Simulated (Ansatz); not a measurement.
# C₃H₅NSe: how energies converge with the basis set

How large a basis does C₃H₅NSe need? Two functionals are run in growing sets.

The runs use Ansatz 0.2.0, Gaussian basis; one geometry, several basis sets.

The runs, in order: PBE0-D4/def2-SVP; ωB97M-V/def2-SVP; PBE0-D4/def2-QZVPP; ωB97M-V/def2-QZVPP; the functionals' def2-TZVPP values are taken from earlier runs.

### Step 1. The geometry

The geometry comes from an earlier relaxation with PBE0-D4 in a triple-zeta def2 set; it is a stationary point, not always the lowest conformer.

SMILES `[SeH]C1CC=N1`, 10 atoms, charge 0, spin multiplicity 1.

Atoms are counted from 1 here; the program's logs count them from 0.

Bond lengths: Se1–C2 1.946 Å, Se1–H6 1.468 Å, C2–C3 1.546 Å, C2–N5 1.480 Å, C2–H7 1.089 Å, C3–C4 1.495 Å, C3–H8 1.093 Å, C3–H9 1.092 Å, C4–N5 1.281 Å, C4–H10 1.089 Å. Angles: C2–Se1–H6 94.5°, Se1–C2–C3 113.6°, Se1–C2–N5 115.8°, Se1–C2–H7 109.0°, C3–C2–N5 89.4°, C3–C2–H7 115.9°, N5–C2–H7 112.2°, C2–C3–C4 80.4°, C2–C3–H8 115.6°, C2–C3–H9 116.4°, C4–C3–H8 115.4°, C4–C3–H9 117.4°, H8–C3–H9 109.3°, C3–C4–N5 99.9°, C3–C4–H10 133.8°, N5–C4–H10 126.3°, C2–N5–C4 90.3°.

Coordinates:

```mol
C3H5NSe
  3D, bonds by distance, orders not assigned

 10 10  0  0  0  0  0  0  0  0999 V2000
   -1.8207    1.0528    0.6826 Se  0  0
   -0.5110    0.0672   -0.3671 C   0  0
    0.3802   -0.8725    0.4772 C   0  0
    1.4320    0.0234   -0.0948 C   0  0
    0.6946    0.8255   -0.7685 N   0  0
   -2.2408    1.9114   -0.4322 H   0  0
   -1.0112   -0.3905   -1.2198 H   0  0
    0.2451   -0.8056    1.5595 H   0  0
    0.3975   -1.9226    0.1791 H   0  0
    2.5173    0.0599   -0.0133 H   0  0
  1  2  8  0
  2  3  8  0
  3  4  8  0
  4  5  8  0
  1  6  8  0
  2  7  8  0
  3  8  8  0
  3  9  8  0
  4 10  8  0
  2  5  8  0
M  END
```

### Step 2. PBE0-D4 in def2-SVP

File in.yaml:

```yaml
crystal:
  periodic: [false, false, false]
  atoms:
    - {symbol: Se, position_ang: [-1.820730, 1.052779, 0.682564]}
    - {symbol: C, position_ang: [-0.511015, 0.067150, -0.367133]}
    - {symbol: C, position_ang: [0.380180, -0.872496, 0.477240]}
    - {symbol: C, position_ang: [1.432026, 0.023371, -0.094778]}
    - {symbol: N, position_ang: [0.694593, 0.825462, -0.768465]}
    - {symbol: H, position_ang: [-2.240779, 1.911364, -0.432157]}
    - {symbol: H, position_ang: [-1.011250, -0.390494, -1.219751]}
    - {symbol: H, position_ang: [0.245136, -0.805611, 1.559454]}
    - {symbol: H, position_ang: [0.397501, -1.922587, 0.179145]}
    - {symbol: H, position_ang: [2.517338, 0.059862, -0.013319]}
basis:
  gaussian: {orbitals: def2-SVP}
hamiltonian: {xc: pbe0, dispersion: d4}
output: {orbitals: {seedname: orbitals}}
```

The runs that follow: ωB97M-V in def2-SVP; PBE0-D4 in def2-QZVPP; ωB97M-V in def2-QZVPP.

**Question.** What will the summary of the whole plan be? Wanted: PBE0-D4: double and triple zeta above quadruple; ωB97M-V: double and triple zeta above quadruple.

**Answer**, as computed:

```
                                       quantity           value
PBE0-D4: double and triple zeta above quadruple  14.79, 1.63 eV
ωB97M-V: double and triple zeta above quadruple  14.94, 1.58 eV
```

What this shows: PBE0-D4 gains 13.16 eV from double to triple zeta, then 1.63 eV more. These are total energies; as a rule much of such shifts cancels in differences, which this series doesn't test.
